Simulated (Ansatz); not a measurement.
**YHg: a run for elastic constants**

The task is a run for elastic constants on YHg. The structure is shown as the input types it.

Program: Ansatz 0.2.0. Level of theory: DFT, PBEsol, PAW with Ansatz's default frozen-core files, scalar-relativistic; elastic constants from stresses of strained cells. These are calculated values, not measurements.

**1. The system as given**

It takes space group Pm-3m (No. 221, cubic). The conventional cell has a = 3.666 Å, b = 3.666 Å, c = 3.666 Å, α = 90.00°, β = 90.00°, γ = 90.00°. Y (site symmetry m-3m) is surrounded by 8 Hg at 3.17 Å. Hg (site symmetry m-3m) is surrounded by 8 Y at 3.17 Å.

As a file:

```cif
data_structure
_symmetry_space_group_name_H-M 'P 1'
_symmetry_Int_Tables_number 1
_cell_length_a 3.6655
_cell_length_b 3.6655
_cell_length_c 3.6655
_cell_angle_alpha 90.000
_cell_angle_beta 90.000
_cell_angle_gamma 90.000
_cell_volume 49.25
loop_
_atom_site_label
_atom_site_type_symbol
_atom_site_fract_x
_atom_site_fract_y
_atom_site_fract_z
_atom_site_occupancy
Y1 Y 0.50000 0.50000 0.50000 1
Hg1 Hg 0.00000 0.00000 0.00000 1
```

**2. The run**

The input, input.yaml:

```yaml
crystal:
  lattice:
    - [3.66551027153, 0.0, 0.0]
    - [0.0, 3.66551027153, 0.0]
    - [0.0, 0.0, 3.66551027153]
  atoms:
    - { symbol: "Y", position: [0.5, 0.5, 0.5] }
    - { symbol: Hg, position: [0.0, 0.0, 0.0] }
kpoints:
  mp_grid: { grid: [1, 1, 1] }
scf:
  occupations: { method: fermi_dirac, width: 0.08 }
  max_iter: 50
hamiltonian:
  xc: pbesol
  pseudopotentials: { kind: paw }
elastic:
  mode: clamped_ion
  stencil: two_point
  amplitude: 0.005
```

Run with:

```console
ansatz run input.yaml --threads 1 --pin off --max-ram 2560MiB --backend cpu --events-out ev --progress --plain --runs-dir out
```

What happens when this is run?

The run converged and reported no error. That alone doesn't make the input a sound one.

The suspect setting: kpoints.mp_grid.grid is [1, 1, 1]. One k-point can't sample the Brillouin zone of so small a cell.

To check: set kpoints.mp_grid.grid to [12, 12, 12].
